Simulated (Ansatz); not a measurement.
# C₃H₁₁BSi: one species, many methods

How much do the methods differ for C₃H₁₁BSi? The plan is to run it at one geometry with functionals of several rungs and with coupled cluster, and see how far each lands from CCSD(T) at the basis-set limit for the atomisation energy.

The runs use Ansatz 0.2.0, Gaussian basis; functionals in def2-TZVPP, the program's frozen cores in correlated methods.

The runs, in order: PBE-D4, r2SCAN-D4, PBE0-D4, B3LYP-D4, ωB97X-V, ωB97M-V, B2PLYP; CCSD(T)/def2-TZVPP; MP2/def2-QZVPP; extrapolation to the limit.

### 1 The geometry

The geometry comes from an earlier relaxation with PBE0-D4 in a triple-zeta def2 set; it is a stationary point, not always the lowest conformer.

SMILES `BCC[SiH2]C`, 16 atoms, charge 0, spin multiplicity 1.

Atoms are counted from 1 here; the program's logs count them from 0.

Bond lengths: B1–C2 1.552 Å, B1–H6 1.199 Å, B1–H7 1.199 Å, C2–C3 1.531 Å, C2–H8 1.103 Å, C2–H9 1.103 Å, C3–Si4 1.878 Å, C3–H10 1.096 Å, C3–H11 1.096 Å, Si4–C5 1.873 Å, Si4–H12 1.493 Å, Si4–H13 1.492 Å, C5–H14 1.093 Å, C5–H15 1.092 Å, C5–H16 1.093 Å. Angles: C2–B1–H6 122.1°, C2–B1–H7 119.4°, H6–B1–H7 118.5°, B1–C2–C3 118.5°, B1–C2–H8 106.7°, B1–C2–H9 106.0°, C3–C2–H8 111.1°, C3–C2–H9 111.2°, H8–C2–H9 101.9°, C2–C3–Si4 114.3°, C2–C3–H10 110.0°, C2–C3–H11 109.9°, Si4–C3–H10 108.6°, Si4–C3–H11 108.3°, H10–C3–H11 105.4°, C3–Si4–C5 111.7°, C3–Si4–H12 108.8°, C3–Si4–H13 109.8° and more.

### 2 PBE-D4 (GGA)

Input file in.yaml:

```yaml
crystal:
  periodic: [false, false, false]
  atoms:
    - {symbol: B, position_ang: [-0.509893, 2.069441, 1.803100]}
    - {symbol: C, position_ang: [-0.584521, 0.872856, 0.817670]}
    - {symbol: C, position_ang: [0.598575, -0.096454, 0.753675]}
    - {symbol: Si, position_ang: [0.365035, -1.520603, -0.448269]}
    - {symbol: C, position_ang: [0.136357, -0.913647, -2.205508]}
    - {symbol: H, position_ang: [0.449622, 2.265323, 2.495704]}
    - {symbol: H, position_ang: [-1.435135, 2.828757, 1.877683]}
    - {symbol: H, position_ang: [-1.523255, 0.338221, 1.038907]}
    - {symbol: H, position_ang: [-0.798134, 1.307515, -0.173113]}
    - {symbol: H, position_ang: [1.512159, 0.444740, 0.481915]}
    - {symbol: H, position_ang: [0.793112, -0.514282, 1.747529]}
    - {symbol: H, position_ang: [-0.837819, -2.304388, -0.038215]}
    - {symbol: H, position_ang: [1.543183, -2.433376, -0.386128]}
    - {symbol: H, position_ang: [1.005682, -0.339248, -2.535733]}
    - {symbol: H, position_ang: [0.007819, -1.753047, -2.892684]}
    - {symbol: H, position_ang: [-0.745589, -0.274411, -2.292234]}
basis:
  gaussian: {orbitals: def2-TZVPP}
hamiltonian: {xc: pbe, dispersion: d4}
output: {forces: true, orbitals: {seedname: orbitals}}
```

On the command line:

```sh
$ ansatz run in.yaml --threads 4 --pin off --events-out ev --progress --plain --max-ram 10444MiB
```

The runs that follow: r2SCAN-D4 (meta-GGA); PBE0-D4 (hybrid); B3LYP-D4 (hybrid); ωB97X-V (range-separated); ωB97M-V (range-separated); B2PLYP (double hybrid); CCSD(T) in def2-TZVPP; MP2 in def2-QZVPP.

Before running them: what should the planned runs give, taken together? Wanted: atomisation energy, CCSD(T)/CBS; farthest; mean size of error, hybrid; mean size of error, range-separated; gap, smallest and largest; T1 diagnostic; triples share of the correlation energy.

**Answer**, as computed:

| quantity | value |
| --- | --- |
| atomisation energy, CCSD(T)/CBS | 1392.3 kcal/mol |
| functionals within 7.0 kcal/mol (0.5 %) | r2SCAN-D4, PBE0-D4, B3LYP-D4, ωB97X-V, ωB97M-V |
| farthest | PBE-D4 (+12.9 kcal/mol) |
| mean size of error, hybrid | 5.2 kcal/mol |
| mean size of error, range-separated | 6.7 kcal/mol |
| gap, smallest and largest | 4.33 eV (PBE-D4), 11.20 eV (ωB97X-V) |
| T1 diagnostic | 0.0099 |
| triples share of the correlation energy | 3.6 % |

What this shows: PBE-D4 misses by +12.9 kcal/mol. Double hybrids carry the basis error of their MP2 part in triple zeta, and no dispersion term here, so their miss is partly the set-up's. The reference freezes the cores and leaves out relativity and excitations past (T), so misses under about 7.0 kcal/mol can't be ranked. Hartree-Fock recovers 78 % of the binding; the rest is correlation. Orbital gaps span 4.3 to 11.2 eV; exact exchange widens them.
